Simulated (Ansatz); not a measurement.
**H₂Se₂: an energy map over bond length Se1–H3 and angle Se2–Se1–H3**

Aim: map the energy of H2Se2, SMILES [SeH][SeH] over two coordinates, and find its wells, ridges and stiffness.

The runs use Ansatz 0.2.0; RKS PBE0-D4/def2-TZVP.

## 1. Starting geometry

SMILES `[SeH][SeH]`, 4 atoms, charge 0, spin multiplicity 1.

Atoms are counted from 1 here; the program's logs count them from 0.

Bond lengths: Se1–Se2 2.354 Å, Se1–H3 1.492 Å, Se2–H4 1.492 Å. Angles: Se2–Se1–H3 96.7°, Se1–Se2–H4 96.7°.

Geometry (Å):

```xyz
4
charge 0, multiplicity 1
Se    0.5077   -1.1346    0.3360
Se    0.4862    1.1920   -0.0247
H    -0.8039   -1.2138    1.0430
H    -0.1899    1.1563   -1.3544
```

## 3. Plan of the scan

The axes are (1) bond length Se1–H3: 13 values from 1.267 to 2.062 Å; (2) angle Se2–Se1–H3: 13 values from 51.5 to 141.5 °.

Nothing else is relaxed (all other coordinates rigid). Energies count from the relaxed molecule at the same level.

(The set-up runs are not shown.)

## 4. Grid point bond length Se1–H3 = 1.466 Å, angle Se2–Se1–H3 = 96.5°

input.yaml

```yaml
crystal:
  periodic: [false, false, false]
  atoms:
    - { symbol: Se, position_ang: [0.503188, -1.119954, 0.332181] }
    - { symbol: Se, position_ang: [0.480958, 1.176949, -0.023118] }
    - { symbol: H, position_ang: [-0.788477, -1.193747, 1.021609] }
    - { symbol: H, position_ang: [-0.191574, 1.137238, -1.332898] }
basis:
  gaussian: { orbitals: def2-TZVP }
hamiltonian:
  xc: pbe0
  dispersion: d4
output:
  forces: true
```

On the command line:

```sh
$ ansatz run input.yaml --threads 1 --pin off --max-ram 2560MiB --backend cpu --events-out ev --progress --plain --runs-dir out
```

The session goes on with these runs: the other points that were computed.

Q: Predict the outcome of this session. Wanted: lowest point; highest computed point; largest force on an atom.

The runs gave:

```
                       quantity                                                                                                                                                     value
                   lowest point                                                                                    bond length Se1–H3 = 1.466 Å, angle Se2–Se1–H3 = 96.5°, 0.012 kcal/mol
         highest computed point                                                                    bond length Se1–H3 = 2.062 Å, angle Se2–Se1–H3 = 59.0°, 56.6 kcal/mol above the lowest
largest force on an atom (eV/Å)  0.1 at bond length Se1–H3 = 1.466 Å, angle Se2–Se1–H3 = 96.5° to 8.9 at bond length Se1–H3 = 1.267 Å, angle Se2–Se1–H3 = 141.5°; 0.1 at the lowest point
        time for the whole task                                                                                                                           10 min on 1 thread, shared host
```

The lowest computed point is at bond length Se1–H3 = 1.466 Å, angle Se2–Se1–H3 = 96.5°, 0.012 kcal/mol from the relaxed molecule at the same level. The grid is coarse, so the lowest point of the scanned range may lie between grid points; coordinates that were held can hide deeper minima. The grid shows no other well, apart from its symmetry copies. The highest computed point, bond length Se1–H3 = 2.062 Å, angle Se2–Se1–H3 = 59.0°, lies 56.6 kcal/mol above the lowest. Round the minimum the two coordinates are nearly uncoupled.
